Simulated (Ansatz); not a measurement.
# CF3NSi: the cost of one run

Program: Ansatz 0.2.0. Level of theory: RHF/def2-SVPD. These are calculated values, not measurements.

## (1) Starting geometry

SMILES `N#C[Si](F)(F)F`, 6 atoms, charge 0, spin multiplicity 1.

Atoms are counted from 1 here; the program's logs count them from 0.

Bond lengths: N1–C2 1.170 Å, C2–Si3 1.832 Å, Si3–F4 1.614 Å, Si3–F5 1.614 Å, Si3–F6 1.614 Å. Angles: N1–C2–Si3 179.8°, C2–Si3–F4 109.6°, C2–Si3–F5 109.6°, C2–Si3–F6 109.6°, F4–Si3–F5 109.3°, F4–Si3–F6 109.3°, F5–Si3–F6 109.3°.

Geometry (Å):

```mol
CF3NSi
  3D, bonds by distance, orders not assigned

  6  5  0  0  0  0  0  0  0  0999 V2000
    2.1793   -0.7270    0.9163 N   0  0
    1.1494   -0.3846    0.4788 C   0  0
   -0.4640    0.1447   -0.2081 Si  0  0
   -1.3401   -1.1546   -0.5937 F   0  0
   -0.2228    1.0385   -1.5300 F   0  0
   -1.2598    1.0189    0.8906 F   0  0
  1  2  8  0
  2  3  8  0
  3  4  8  0
  3  5  8  0
  3  6  8  0
M  END
```

## (2) Relaxation

File input.yaml:

```yaml
crystal:
  periodic: [false, false, false]
  atoms:
    - { symbol: "N", position_ang: [2.179306, -0.727047, 0.916266] }
    - { symbol: C, position_ang: [1.14942, -0.384577, 0.478784] }
    - { symbol: Si, position_ang: [-0.464028, 0.14465, -0.20805] }
    - { symbol: F, position_ang: [-1.340064, -1.154581, -0.593723] }
    - { symbol: F, position_ang: [-0.222812, 1.038517, -1.530019] }
    - { symbol: F, position_ang: [-1.259822, 1.018938, 0.890643] }
basis:
  gaussian: { orbitals: def2-SVPD }
hamiltonian:
  xc: hf
output:
  forces: true
relax:
  f_tol: 0.003
  max_steps: 120
```

Launch:

```bash
ansatz run input.yaml --threads 1 --pin off --max-ram 2560MiB --backend cpu --events-out ev --progress --plain --runs-dir out
```

What time and memory should one allow on 1 thread of Arm Neoverse V2, shared host?

About 22 s, with a peak of 0.3 GiB.
